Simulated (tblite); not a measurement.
# Cl3H5O3Si3: the cost of one run

Computed with tblite 0.8.0 and PySCF 2.14.0; each step states its level. No surroundings beyond the atoms listed, unless a continuum is named. Atoms count from 0, parts from 1.

## 1. The system as given

14 atoms, charge 0, multiplicity 1; geometry: distance geometry start.

## 2. Geometry optimisation with GFN2-xTB

Job settings and geometry (Å):

```
{"job": {"kind": "relax", "xc": "GFN2-xTB", "basis": "xTB"}, "charge": 0, "multiplicity": 1}
O     -3.363893    -0.489526    -1.675161
Si    -2.766429    -0.310638    -0.135285
O     -1.130394    -0.153040    -0.190344
Si     0.130581     0.064195     0.860665
O      1.537423     0.146966     0.080369
Si     3.163575     0.322647     0.415764
Cl     3.804353    -1.176143     1.592037
Cl     3.465940     2.114734     1.342118
Cl     4.196087     0.305751    -1.324242
H     -2.647696    -0.456004    -2.368864
H     -3.364447     0.897983     0.465063
H     -3.104252    -1.481126     0.666028
H      0.157516    -1.077207     1.830000
H     -0.080159     1.297684     1.645986
```

With the program's defaults for keys left out, this is: GFN2-xTB geometry optimisation, gas phase.

Launch:

```bash
OMP_NUM_THREADS=1 python cluster_run.py task.json out
```

This one command runs all jobs of the session in turn.

**Question.** How long does this first job take on 1 thread of Arm Neoverse V1, shared host?

About 9.3 s.
